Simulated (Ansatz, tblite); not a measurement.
# The cluster Li4Te2+: a ladder of methods and basis sets

Aim: run the doublet of the cluster Li4Te2+ at one geometry on many levels, and compare frontier levels, spin and run time.

Program: Ansatz 0.2.0, Gaussian basis. Level of theory: as each input shows. These are calculated values, not measurements.

Plan: GFN1-xTB, GFN2-xTB, PBE-D4/def2-TZVP, r2SCAN-D4/def2-TZVP, LC-ωPBE/def2-TZVP, revPBE-D4/def2-TZVP, BHLYP-D4/def2-TZVP, PBE-QIDH/def2-TZVP, HSE06-D4/def2-TZVP, PBE+5HF/def2-TZVP, PBE+10HF/def2-TZVP, PBE+15HF/def2-TZVP, PBE+35HF/def2-TZVP, PBE+50HF/def2-TZVP, PBE-D4/def2-SVP, PBE0-D4/def2-SVP, CCSD(T)/def2-SVP, MP2/def2-TZVP, RPA/def2-TZVP.

1 further run of the same task is left out (set aside as unsound or not needed). Runs told in other sessions of the task aren't counted.

## (1) The geometry

The doublet was relaxed beforehand with PBE-D4/def2-SVP. At that level it is the lowest of the isomers that a small search found.

6 atoms, charge 1, spin multiplicity 2.

Bond lengths: Li1–Te5 2.629 Å, Li1–Te6 2.728 Å, Li2–Te5 2.632 Å, Li2–Te6 2.725 Å, Li3–Te5 2.649 Å, Li3–Te6 2.693 Å, Li4–Te6 2.539 Å. Angles: Te5–Li1–Te6 82.2°, Te5–Li2–Te6 82.3°, Te5–Li3–Te6 82.5°, Li1–Te5–Li2 84.9°, Li1–Te5–Li3 81.6°, Li2–Te5–Li3 81.8°, Li1–Te6–Li2 81.3°, Li1–Te6–Li3 79.1°, Li1–Te6–Li4 114.4°, Li2–Te6–Li3 79.4°, Li2–Te6–Li4 117.1°, Li3–Te6–Li4 159.2°.

Te takes a core potential in the def2 sets. No spin-orbit coupling is included. The ion is computed in the gas phase, without counter-ions or solvent.

PBE0-D4/def2-TZVP was run before; its log isn't repeated, and its numbers join the tables.

## (2) GFN1-xTB

Tight binding, by tblite at 300 K electronic temperature and without a spin-polarisation term:

```python
tblite.interface.Calculator('GFN1-xTB', numbers, positions, charge=1, uhf=1).singlepoint()
```

Energy -239.3455 eV; 0.003 s.

## (3) GFN2-xTB

Tight binding, by tblite at 300 K electronic temperature and without a spin-polarisation term:

```python
tblite.interface.Calculator('GFN2-xTB', numbers, positions, charge=1, uhf=1).singlepoint()
```

Energy -189.2930 eV; 0.006 s.

## (4) PBE-D4/def2-TZVP

start.molden holds the orbitals of an earlier run on this state, given as this run's starting guess.

The input, in.yaml:

```yaml
crystal:
  periodic: [false, false, false]
  atoms:
    - {symbol: Li, position_ang: [-0.052330, -1.324859, -1.566507]}
    - {symbol: Li, position_ang: [-1.751305, 0.979714, 0.535308]}
    - {symbol: Li, position_ang: [1.416977, 1.666143, -0.671398]}
    - {symbol: Li, position_ang: [0.648167, -2.114404, 2.734484]}
    - {symbol: Te, position_ang: [-0.855031, 1.151935, -1.933471]}
    - {symbol: Te, position_ang: [0.593522, -0.358528, 0.901594]}
basis:
  gaussian: {orbitals: def2-TZVP, initial_orbitals: start.molden}
total_charge: 1
magnetization: {spin_polarized: true, initial_magnetization: 1}
hamiltonian: {xc: pbe, dispersion: d4}
scf: {omitted_lower_state_checks: [starts]}
output: {orbitals: {seedname: orbitals}}
```

Command:

```sh
ansatz run in.yaml --threads 4 --pin off --events-out ev --progress --plain --max-ram 3916MiB
```

Further steps of the session: r2SCAN-D4/def2-TZVP; LC-ωPBE/def2-TZVP; revPBE-D4/def2-TZVP; BHLYP-D4/def2-TZVP; PBE-QIDH/def2-TZVP; HSE06-D4/def2-TZVP; PBE+5HF/def2-TZVP; PBE+10HF/def2-TZVP; PBE+15HF/def2-TZVP; PBE+35HF/def2-TZVP; PBE+50HF/def2-TZVP; PBE-D4/def2-SVP; PBE0-D4/def2-SVP; CCSD(T)/def2-SVP; MP2/def2-TZVP; RPA/def2-TZVP.

Before running them: what should the planned runs give, taken together? Wanted: gap in def2-TZVP, named functionals, smallest and largest; gap over the share of exact exchange; correlation energy, CCSD(T)/def2-SVP; correlation energy, MP2/def2-TZVP; ⟨S²⟩ in def2-TZVP, named functionals, smallest and largest; PBE0 total energy, smallest basis above largest.

The runs gave:

```
                                                  quantity                                value
 gap in def2-TZVP, named functionals, smallest and largest  0.72 eV (PBE-D4), 6.74 eV (LC-ωPBE)
                      gap over the share of exact exchange         0.72 eV at 0, 4.14 eV at 0.5
                      correlation energy, CCSD(T)/def2-SVP                             -7.55 eV
                         correlation energy, MP2/def2-TZVP                            -28.73 eV
⟨S²⟩ in def2-TZVP, named functionals, smallest and largest                         0.753, 0.762
           PBE0 total energy, smallest basis above largest        0.95 eV (def2-SVP, def2-TZVP)
```

In words: Over the named functionals in def2-TZVP the gap runs from 0.72 eV (PBE-D4) to 6.74 eV (LC-ωPBE); exact exchange widens it. Raising the share of exact exchange from 0 to 0.5 moves the HOMO by -1.91 eV and the LUMO by +1.51 eV. Over the named functionals in def2-TZVP spin contamination reaches 0.01 (LC-ωPBE), which is small.
